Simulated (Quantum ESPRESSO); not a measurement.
Write the native input for Quantum ESPRESSO 7.5 that does the following.

```yaml
Task: relaxation of cell and atoms
Functional: PBEsol
Potentials_or_basis: GBRV 1.5 PBEsol
Cutoff: 1061 eV
Density_cutoff: 8517 eV
k_mesh: 7 × 7 × 8
Occupations: fermi-dirac, width 0.05 eV
Spin: no spin polarisation
Target_pressure: 5 GPa
Mixing_beta: 0.5
Most_SCF_iterations: 120
SCF_threshold: 4e-10 Ry
Most_ionic_steps: 40
Forc_conv_thr: 0.0004 Ry/bohr
Etot_conv_thr: 1e-05 Ry
Ion_dynamics: bfgs
Cell_dynamics: bfgs
Press_conv_thr: 0.3 kbar
```

AlSn:

```
Sn Al
1.0
     4.19811    0.00000    0.00000
    -2.09905    3.63567    0.00000
     0.00000    0.00000    3.30685
Sn Al
1 1
Direct
  0.33333 0.66667 0.50000
  0.00000 0.00000 0.00000
```

The cell comes from a database or a generator and needn't be the stable form of this composition.

These files were run (other wordings do the same):

pw.in

```
&CONTROL
  calculation = 'vc-relax'
  prefix = 'pwscf'
  outdir = './tmp'
  pseudo_dir = './pseudo'
  tprnfor = .true.
  tstress = .true.
  disk_io = 'low'
  nstep = 40
  forc_conv_thr = 0.0004
  etot_conv_thr = 1d-05
/
&SYSTEM
  ibrav = 0
  nat = 2
  ntyp = 2
  ecutwfc = 78
  ecutrho = 626
  nbnd = 15
  occupations = 'smearing'
  smearing = 'fd'
  degauss = 0.00367493
/
&ELECTRONS
  conv_thr = 4d-10
  electron_maxstep = 120
  mixing_beta = 0.5
/
&IONS
  ion_dynamics = 'bfgs'
/
&CELL
  cell_dynamics = 'bfgs'
  press = 50
  press_conv_thr = 0.3
/
ATOMIC_SPECIES
Sn   118.7100 sn_pbesol_v1.4.uspp.F.UPF
Al    26.9815 al_pbesol_v1.uspp.F.UPF
CELL_PARAMETERS angstrom
   4.1981056157    0.0000000000    0.0000000000
  -2.0990528078    3.6356661109    0.0000000000
   0.0000000000    0.0000000000    3.3068470000
ATOMIC_POSITIONS angstrom
Sn    -0.0000000002    2.4237774074    1.6534235000
Al     0.0000000000    0.0000000000    0.0000000000
K_POINTS automatic
7 7 8 0 0 0
```

Potentials or basis: GBRV 1.5 PBEsol.

Launch:

```console
$ OMP_NUM_THREADS=1 mpirun -n 2 pw.x -nk 2 -in pw.in > pw.out
```

Results of the run:

```yaml
Relaxed_volume: 22.48 Å³/atom
Relaxed_cell: a = 4.013 Å, b = 4.013 Å, c = 3.224 Å, α = 90.00°, β = 90.00°, γ = 120.00°
Space_group_after_relaxing_to_0.05_Å: P-6m2 (No. 187)
Energy_change_on_relaxing_the_enthalpy_is_what_falls: +18.5 meV/atom
Ionic_steps: 8
Pressure_after_relaxing: 4.8 GPa
Band_gap_on_the_k_mesh: none (metal or under the smearing width)
```

It took 2.6 min on 2 MPI ranks on Arm Neoverse V2, with other jobs on the host, peak memory 0.52 GiB a rank.
